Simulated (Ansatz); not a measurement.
# C2N2O3: the cost of one run

Program: Ansatz 0.2.0. Level of theory: the levels named in each step. These are calculated values, not measurements.

**1. Starting point**

Bond lengths: N1–N2 1.098 Å, O3–C4 1.145 Å, C4–O5 1.142 Å, C6–O7 1.128 Å. Angles: O3–C4–O5 179.6°.

Coordinates:

```xyz
7

N    -0.0951    2.6462   -0.2083
N     0.2267    2.0280   -1.0569
O    -0.7518   -0.5243    0.0646
C    -1.1926   -1.4918   -0.3603
O    -1.6370   -2.4533   -0.7879
C     1.6181   -0.6090    1.2597
O     1.9542    0.4626    1.1558
```

**2. A rough first relaxation, PBE-D4/def2-SVP**

This run stands in another session on the same molecule. It ended at:

```xyz
7

N    -0.2589    2.7992   -0.4520
N     0.1970    1.8740   -0.8662
O    -1.5785   -0.3886    0.3366
C    -1.2663   -1.3712   -0.2275
O    -0.9688   -2.3536   -0.7955
C     1.6193   -0.6332    0.8485
O     2.3787    0.1319    1.2228
```

**3. Relaxation, HF/STO-3G**

File input.yaml:

```yaml
crystal:
  periodic: [false, false, false]
  atoms:
    - { symbol: "N", position_ang: [-0.25887397, 2.7992066, -0.45202342] }
    - { symbol: "N", position_ang: [0.19700324, 1.87395253, -0.86618553] }
    - { symbol: O, position_ang: [-1.57847406, -0.38862669, 0.33655398] }
    - { symbol: C, position_ang: [-1.26633419, -1.37124221, -0.22746171] }
    - { symbol: O, position_ang: [-0.96877757, -2.3536399, -0.79550179] }
    - { symbol: C, position_ang: [1.61925542, -0.63315307, 0.84849333] }
    - { symbol: O, position_ang: [2.37867112, 0.13191274, 1.22275515] }
basis:
  gaussian: { orbitals: STO-3G }
hamiltonian:
  xc: hf
relax:
  f_tol: 0.002
  max_steps: 150
```

Started as:

```bash
$ ansatz run input.yaml --threads 4 --pin off --max-ram 10240MiB --backend cpu --events-out ev --progress --plain --runs-dir out
```

What time and memory should one allow on 4 threads of Intel Xeon at 2.50GHz (Skylake/Cascade Lake), shared host?

About 35 s, with a peak of 0.1 GiB.
